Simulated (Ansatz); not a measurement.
# RbVF3 (Pm-3m): one cell under locks on the spin (series 3)

Aim: hold or release the moments of RbVF3 (Pm-3m) in several ways at one fixed cell, and compare the energies. Cell and atoms stay fixed.

Method: DFT PBEsol+U (U = 4 eV, J = 0.9 eV on V d), plane waves, PAW, in Ansatz 0.2.0.

**1. The starting structure**

The structure is cubic, space group Pm-3m (No. 221). Conventional cell: a = 4.182 Å, b = 4.182 Å, c = 4.182 Å, α = 90.00°, β = 90.00°, γ = 90.00°. Rb (site symmetry m-3m) is surrounded by 12 F at 2.96 Å. V (site symmetry m-3m) has 6 F at 2.09 Å as nearest neighbours. F (site symmetry 4/mmm) has 2 V at 2.09 Å and 4 Rb at 2.96 Å as nearest neighbours.

As a file:

```cif
data_structure
_symmetry_space_group_name_H-M 'P 1'
_symmetry_Int_Tables_number 1
_cell_length_a 4.1820
_cell_length_b 4.1820
_cell_length_c 4.1820
_cell_angle_alpha 90.000
_cell_angle_beta 90.000
_cell_angle_gamma 90.000
_cell_volume 73.14
loop_
_atom_site_label
_atom_site_type_symbol
_atom_site_fract_x
_atom_site_fract_y
_atom_site_fract_z
_atom_site_occupancy
Rb1 Rb 0.00000 0.00000 0.00000 1
V1 V 0.50000 0.50000 0.50000 1
F1 F 0.50000 0.50000 0.00000 1
F2 F 0.00000 0.50000 0.50000 1
F3 F 0.50000 0.00000 0.50000 1
```

The runs: ferromagnetic start, free, default search; total moment locked, 2.25 μB per cell; no spin polarisation.

An earlier series on this cell reached its lowest free state from «ferromagnetic start, free, natural orbitals of the symmetric run filled by rank», perhaps among other starts.

**2. Ferromagnetic start, free, default search**

input.yaml reads:

```yaml
crystal:
  lattice:
    - [4.18199968, 0.0, 0.0]
    - [0.0, 4.18199968, 0.0]
    - [0.0, 0.0, 4.18199968]
  atoms:
    - { symbol: Rb, position: [0.0, 0.0, 0.0] }
    - { symbol: V, position: [0.5, 0.5, 0.5], spin: 3.0 }
    - { symbol: F, position: [0.5, 0.5, 0.0] }
    - { symbol: F, position: [0.0, 0.5, 0.5] }
    - { symbol: F, position: [0.5, 0.0, 0.5] }
basis:
  ecutwfc: 420
  ecutrho_ratio: 4
kpoints:
  mp_grid: { grid: [5, 5, 5] }
hamiltonian:
  xc: pbesol
  hubbard: { sites: [{ site: 1, l: d, u: 4.0, j: 0.9 }] }
scf:
  occupations: { method: gaussian, width: 0.05 }
output:
  forces: true
  stress: true
  eigenvalues: true
  populations: true
  hubbard: { sites: [{ site: 1, l: d }] }
magnetization:
  spin_polarized: true
```

Command:

```sh
$ ansatz run input.yaml --threads 4 --pin off --max-ram 6144MiB --backend cpu --events-out ev --progress --plain --runs-dir out
```

The program printed:

```text
Warning: RAYON_NUM_THREADS=4 ignored (pool sized by the plan → 4); use --threads N
Rb: projections on atomic orbitals take those of the free atom [Ar 3d10] 4s2 4p6 5s1, of charge +0.00 (hamiltonian.pseudopotentials.projection_atoms); the dataset's partial waves leave at most 2.5e-6 of an orbital's norm unspanned inside its sphere
V: projections on atomic orbitals take those of the free atom [Ne] 3s2 3p6 3d3 4s2, of charge +0.00 (hamiltonian.pseudopotentials.projection_atoms); the dataset's partial waves leave at most 5.8e-7 of an orbital's norm unspanned inside its sphere
F: projections on atomic orbitals take those of the free atom [He] 2s2 2p5, of charge +0.00 (hamiltonian.pseudopotentials.projection_atoms); the dataset's partial waves leave at most 1.6e-8 of an orbital's norm unspanned inside its sphere
Engine: ansatz 0.2.0, aarch64-unknown-linux-gnu
Pseudopotentials: kind: paw
Pseudopotential: Rb, paw, valence charge 9, recommended cutoff 420 eV (normal), Rb.paw.azcp
Pseudopotential: V, paw, valence charge 13, recommended cutoff 420 eV (normal), V.paw.azcp
Pseudopotential: F, paw, valence charge 7, recommended cutoff 420 eV (normal), F.paw.azcp
Functional definition: PBEsol
  exchange = pbesol_x
  correlation = pbesol_c
Crystal: 5 atoms, lattice volume = 73.139 Å³
Basis set: ecut = 420 eV, 1365 PW (Γ), exchange–correlation on 60×60×60 points (8 copies of the dense FFT grid, shifted against one another)
Bands: 28, of which v1, the nominal top of the filled ones, is band 22 counted from 1 (21 counted from 0)
Symmetry: 48 space group operations
Space group: Pm-3m (ITA 221), of the structure as read, at distance tolerance 4.2e-5 Å
Magnetic group: BNS 221.92 (UNI 1594), of the structure as read, at distance tolerance 4.2e-5 Å
k-points: 10 of 125
Non-local potential: Rb, projectors of the file, l = 0: 3, l = 1: 2, l = 2: 2
Non-local potential: V, projectors of the file, l = 0: 3, l = 1: 2, l = 2: 3, l = 3: 1
Non-local potential: F, projectors of the file, l = 0: 2, l = 1: 2, l = 2: 1
PAW form: soft (Blöchl's): semilocal exchange-correlation on the pseudo side does not see the compensation charge
PAW frozen core: Rb, regenerated for the run's functional, and the local potential with it (the file was generated under x = pbe(κ = 0.804, μ = 0.2195149727645171), c = pbe(β = 0.06672455060314922))
PAW frozen core: V, regenerated for the run's functional, and the local potential with it (the file was generated under x = pbe(κ = 0.804, μ = 0.2195149727645171), c = pbe(β = 0.06672455060314922))
PAW frozen core: F, regenerated for the run's functional, and the local potential with it (the file was generated under x = pbe(κ = 0.804, μ = 0.2195149727645171), c = pbe(β = 0.06672455060314922))
PAW one-centre angular grid: Rb, 110 points (default); XC on 64 Gauss nodes
PAW one-centre angular grid: V, 590 points (default); XC on 64 Gauss nodes
PAW one-centre angular grid: F, 110 points (default); XC on 64 Gauss nodes
Initial density: superposition of atomic densities (chi_scale 0.1, normalization cell, long waves kept (reshape's long-wave potential 0.00 eV rms))
Starting moments: Σ|m| = 3 μB on 1 of 5 sites
Initial wavefunctions: pseudopotential atomic-orbital guess
Functional: x = pbesol(κ = 0.804, μ = 0.12345679012345678), c = pbesol(β = 0.046)
SCF iter   1: F=—  HF=-8515.690809 eV  |F-HF|=—  |Δ(HF+E_count)|=         —  Δρ=1.81e-1 (↑1.81e-1 ↓1.33e-1)  dr2=7.02e1  dr2_m=7.85e-1  M=3.494 μB ∫|m|=3.997 μB  β_m=1.00  ethr=3.10e-3  ⟨swp⟩=6.1  Hψ=2364  notcnv=0
preconditioner: auto → Kerker (q_TF=auto, 2.497 Å⁻¹)  [metal: Δε(μ)=0.017 eV  Ē_g=11.543 eV  σ=0.050 eV  W_gap=0.18  n_scr=18 (ndim 8)  ℏωp=24.9 eV  f_vac=0.000  D(μ)=12.38/eV (n_scr^D=202)]
spin=Collinear: Kerker preconditioning applied to the charge; magnetization (m = ρ↑ − ρ↓) channel mixes plain (no charge-response kernel on spin).
SCF iter   2: F=—  HF=-8506.457211 eV  |F-HF|=—  |Δ(HF+E_count)|=    9.23e0  Δρ=3.83e-2 (↑3.83e-2 ↓3.21e-2)  dr2=2.20e0  dr2_m=3.45e-1  M=3.000 μB ∫|m|=3.222 μB  β_m=0.30  ethr=3.10e-3  ⟨swp⟩=3.8  Hψ=1421  notcnv=0  defer=33
preconditioner: auto → Resta (q_TF=auto, 2.497 Å⁻¹)  ε∞=4.2  [insulator: Δε(μ)=0.256 eV  Ē_g=13.988 eV  σ=0.050 eV  W_gap=1.00  n_scr=18 (ndim 8)  ℏωp=24.9 eV  f_vac=0.000  D(μ)=0.00/eV (n_scr^D=0)  ε∞_Penn≈4.2]
spin=Collinear: Resta preconditioning applied to the charge; magnetization (m = ρ↑ − ρ↓) channel mixes plain (no charge-response kernel on spin).
SCF iter   3: F=—  HF=-8506.935722 eV  |F-HF|=—  |Δ(HF+E_count)|=   4.79e-1  Δρ=3.01e-2 (↑3.01e-2 ↓2.25e-2)  dr2=9.61e-1  dr2_m=2.36e-1  M=3.000 μB ∫|m|=3.146 μB  β_m=0.30  ethr=3.10e-3  ⟨swp⟩=2.5  Hψ=724  notcnv=0  defer=36
SCF iter   4: F=—  HF=-8507.164448 eV  |F-HF|=—  |Δ(HF+E_count)|=   2.29e-1  Δρ=1.87e-2 (↑1.87e-2 ↓1.37e-2)  dr2=6.50e-2  dr2_m=1.54e-1  M=3.000 μB ∫|m|=3.094 μB  β_m=0.30  ethr=2.23e-3  ⟨swp⟩=3.2  Hψ=1185  notcnv=0  defer=35
SCF iter   5: F=—  HF=-8507.446151 eV  |F-HF|=—  |Δ(HF+E_count)|=   2.82e-1  Δρ=1.35e-2 (↑1.35e-2 ↓1.00e-2)  dr2=2.47e-2  dr2_m=8.61e-2  M=3.000 μB ∫|m|=3.077 μB  β_m=0.30  ethr=1.51e-4  ⟨swp⟩=2.5  Hψ=849  notcnv=0  defer=30
SCF iter   6: F=—  HF=-8507.592438 eV  |F-HF|=—  |Δ(HF+E_count)|=   1.46e-1  Δρ=8.60e-3 (↑7.89e-3 ↓8.60e-3)  dr2=2.96e-3  dr2_m=4.45e-2  M=3.000 μB ∫|m|=3.065 μB  β_m=0.30  ethr=5.73e-5  ⟨swp⟩=2.7  Hψ=1087  notcnv=0  defer=30
SCF iter   7: F=—  HF=-8507.665917 eV  |F-HF|=—  |Δ(HF+E_count)|=   7.35e-2  Δρ=6.16e-3 (↑6.16e-3 ↓6.13e-3)  dr2=7.80e-4  dr2_m=2.52e-2  M=3.000 μB ∫|m|=3.055 μB  β_m=0.30  ethr=6.88e-6  ⟨swp⟩=2.5  Hψ=1043  notcnv=0  defer=30
Mixer restart at iter 7: flushing history
spin-set hold released at iteration 7 (site moments contracting): the magnetisation degrees of freedom join the quasi-Newton model from the next iteration; the mixer history was flushed
SCF iter   8: F=—  HF=-8507.704547 eV  |F-HF|=—  |Δ(HF+E_count)|=   3.86e-2  Δρ=4.69e-3 (↑4.69e-3 ↓4.56e-3)  dr2=5.95e-4  dr2_m=1.42e-2  M=3.000 μB ∫|m|=3.049 μB  β_m=0.65  ethr=1.81e-6  ⟨swp⟩=2.1  Hψ=1005  notcnv=0  defer=30
SCF iter   9: F=—  HF=-8507.746442 eV  |F-HF|=—  |Δ(HF+E_count)|=   4.19e-2  Δρ=3.61e-4 (↑3.02e-4 ↓3.61e-4)  dr2=5.39e-5  dr2_m=5.79e-5  M=3.000 μB ∫|m|=3.034 μB  β_m=0.80  ethr=1.38e-6  ⟨swp⟩=2.5  Hψ=1092  notcnv=0  defer=30
SCF iter  10: F=—  HF=-8507.746496 eV  |F-HF|=—  |Δ(HF+E_count)|=   5.40e-5  Δρ=1.55e-4 (↑1.55e-4 ↓7.77e-5)  dr2=1.44e-5  dr2_m=7.97e-6  M=3.000 μB ∫|m|=3.033 μB  β_m=0.88  ethr=1.25e-7  ⟨swp⟩=2.0  Hψ=1028  notcnv=0  defer=30
SCF iter  11: F=—  HF=-8507.746499 eV  |F-HF|=—  |Δ(HF+E_count)|=   2.56e-6  Δρ=7.80e-5 (↑7.44e-5 ↓7.80e-5)  dr2=9.47e-6  dr2_m=4.92e-7  M=3.000 μB ∫|m|=3.032 μB  β_m=0.74  ethr=3.35e-8  ⟨swp⟩=2.0  Hψ=960  notcnv=0  defer=30
SCF iter  12: F=—  HF=-8507.746496 eV  |F-HF|=—  |Δ(HF+E_count)|=   2.67e-6  Δρ=1.93e-5 (↑1.93e-5 ↓9.72e-6)  dr2=3.50e-7  dr2_m=3.58e-8  M=3.000 μB ∫|m|=3.032 μB  β_m=0.79  ethr=2.20e-8  ⟨swp⟩=2.0  Hψ=934  notcnv=0  defer=30
SCF iter  13: F=-8507.746496 eV  HF=-8507.746496 eV  |F-HF|=2.96e-8  |Δ(HF+E_count)|=   2.40e-8  Δρ=5.10e-6 (↑4.08e-6 ↓5.10e-6)  dr2=6.45e-8  dr2_m=1.93e-9  M=3.000 μB ∫|m|=3.032 μB  ethr=2.33e-10  ⟨swp⟩=10.9  Hψ=2386  notcnv=0
SCF 1 converged in 13 iterations: F = -8507.746496 eV  dr2 = 6.45e-8
SCF converged after 13 iterations
Magnetization: 3.0000 μB (23.0000 up, 20.0000 down)
Absolute magnetization: 3.0325 μB (∫|ρ↑−ρ↓|, with the PAW one-centre terms)
Spin contamination: 0.0022 ħ² per cell (⟨S²⟩ above its minimum at these occupations)
Per-site moments (μB) at R_I (Å): [(0.003454504593327091, 1.2198121372172883), (2.2369456584300926, 0.8625374339999999), (0.025252973130300907, 0.8625374339999999), (0.02525297313030077, 0.8625374339999999), (0.025252973130300952, 0.8625374339999999)]
Free energy (F): -8507.746496 eV
Harris-Foulkes:  -8507.746496 eV  (|F-HF|=2.96e-8)
Internal energy: -8507.746496 eV  (E = F + TS)
E sigma→0 (E₀):  -8507.746496 eV
Fermi energy:    8.875411 eV
--- Per-component energies (eV) ---
  E_band       = -369.350647
  E_kinetic    = 1146.839857
  E_local      = -3679.884545  (includes V_loc(G=0)·N_el)
  E_nonlocal   = 360.133591
  E_hartree    = 1425.604884
  E_xc         = -493.236612
  E_vxc        = -603.502353  (∫ρ·V_xc dr)
  E_hubbard    = 0.307551  (on-site DFT+U / exact-exchange correction)
  E_vhub       = -4.810570  (the Hubbard potential's part of the band-sum identity)
  E_paw        = -4241.489691  (= ΣΔE_a)
  E_vpaw       = -439.355903  (= ΣTr[D̂ρ^β])
  E_aug_tail   = 0.006166  (compensation charges beyond the density's cutoff)
  E_ewald      = -3026.428373
  E_core_change = 0.400678  (= ΣΔE_core)
  E_smearing   = -0.000000  (= −TS)
  E_closure    = -0.000000  (closes the sum)
  Σ components = -8507.746496   (vs F -8507.746496, Δ=0.00e0)
--- DFT+U+J on-site energies (Liechtenstein; fll double counting; per corrected site; eV) ---
  site 1 (l=d): U=4.0000  J=0.9000  Tr N=3.5005  E_int=14.742830  E_dc=14.435279  E_U=0.307551
--- Forces (eV/Å), atoms counted from 1 ---
  atom   1  Rb    -0.00000000    -0.00000000     0.00000000
  atom   2  V      0.00000000    -0.00000000     0.00000000
  atom   3  F     -0.00000000    -0.00000000    -0.00000000
  atom   4  F      0.00000000     0.00000000     0.00000000
  atom   5  F      0.00000000    -0.00000000     0.00000000
  max |Σ_I F_I| component: 6.82e-29 eV/Å
--- Stress (GPa, compression-positive) ---
        0.291002      -0.000000       0.000000
        0.000000       0.291002       0.000000
        0.000000       0.000000       0.291002
  P = ⅓ Tr σ = 0.2910 GPa (2.910 kbar)
--- Band table (eV; the first three rows and the last of 20) ---
  k-point 0 ↑: bands = ["-56.0488", "-30.0768", "-30.0768", "-30.0768", "-18.6555", "-16.1366", "-15.7639", "-15.7639", "-2.7849", "-2.7849", "-2.7849", "1.6750", "1.6750", "1.6750", "2.8833", "2.8833", "2.8833", "3.1864", "3.1864", "3.1864", "6.1326", "6.1326", "6.1326", "10.2929", "11.2572", "11.2572", "13.1498", "13.1498"]
  k-point 1 ↑: bands = ["-56.0487", "-30.0852", "-30.0767", "-30.0767", "-18.6319", "-16.1181", "-15.7693", "-15.7628", "-2.7871", "-2.7531", "-2.7531", "1.4701", "1.6677", "1.6677", "2.7003", "2.7003", "2.8094", "2.8250", "3.0787", "3.0787", "6.1502", "6.4674", "6.4674", "10.9074", "11.2703", "11.6784", "13.4573", "13.6372"]
  k-point 2 ↑: bands = ["-56.0483", "-30.0989", "-30.0764", "-30.0764", "-18.5929", "-16.0996", "-15.7694", "-15.7609", "-2.7889", "-2.6996", "-2.6996", "1.1468", "1.6513", "1.6513", "2.3403", "2.4242", "2.4242", "2.6955", "2.9549", "2.9549", "6.1788", "6.9526", "6.9526", "11.2882", "11.7083", "12.6882", "14.0055", "14.2769"]
  k-point 9 ↓: bands = ["-53.4270", "-27.5217", "-27.5216", "-27.5216", "-18.5310", "-15.7657", "-15.7224", "-15.7224", "-3.0455", "-3.0455", "-2.9850", "0.5915", "1.6264", "1.6264", "2.2607", "2.4047", "2.4047", "3.3827", "3.3827", "3.4281", "13.2604", "13.3654", "13.3654", "13.5723", "13.5723", "14.0270", "14.1844", "14.1844"]
Occupation matrices written to <dir>
--- Löwdin populations: 5 sites ---
  site symbol       q [e]    m [muB]
     0     Rb      8.1522     0.0051
     1      V     11.8115     2.9127
     2      F      7.6275     0.0217
     3      F      7.6275     0.0217
     4      F      7.6275     0.0217
  spilling = 0.003574 (of n_electrons = 43.000000)
--- Occupation matrices: 1 shell (run DFT+U table (all-electron-ortho-atomic); ε = 3.50e-3) ---
  V1 d_3D: site group Oh (m-3m)
  V1 d_3D up     Tr n = 3.1989  λ = 0.104 0.104 0.997 0.997 0.997  [2× z2 0.50 (Eg 1.00) Eg(1.00) | 3× xz 0.33 (T2g 1.00) T2g(1.00)]
  V1 d_3D dn     Tr n = 0.3016  λ = 0.034 0.034 0.034 0.100 0.100  [3× xz 0.33 (T2g 1.00) T2g(1.00) | 2× z2 0.50 (Eg 1.00) Eg(1.00)]
  Tr n, λ and their labels are of the run-group-symmetrised matrices; stabiliser: 48 of 96 elements of G0×{1,Θ} (closed), max defect 1.8e-15 at τ = 7.4e-4
```

It took 2.3 s on 4 threads of Arm Neoverse V1, shared host; peak memory 0.4 GiB.

Result: a gap on the mesh of 2.84 eV, pressure 0.3 GPa, moments in spheres V 2.24 μB, largest force component 0.00 eV/Å, 48 symmetry operations imposed.

The shells' filling, with natural orbitals sorted by occupation:

```
        shell  channel  electrons  over 0.8  0.2 to 0.8  under 0.2
V 3d (atom 2)       up       3.20         3           0          2
V 3d (atom 2)     down       0.30         0           0          5
```

[end of part 1 of 2]
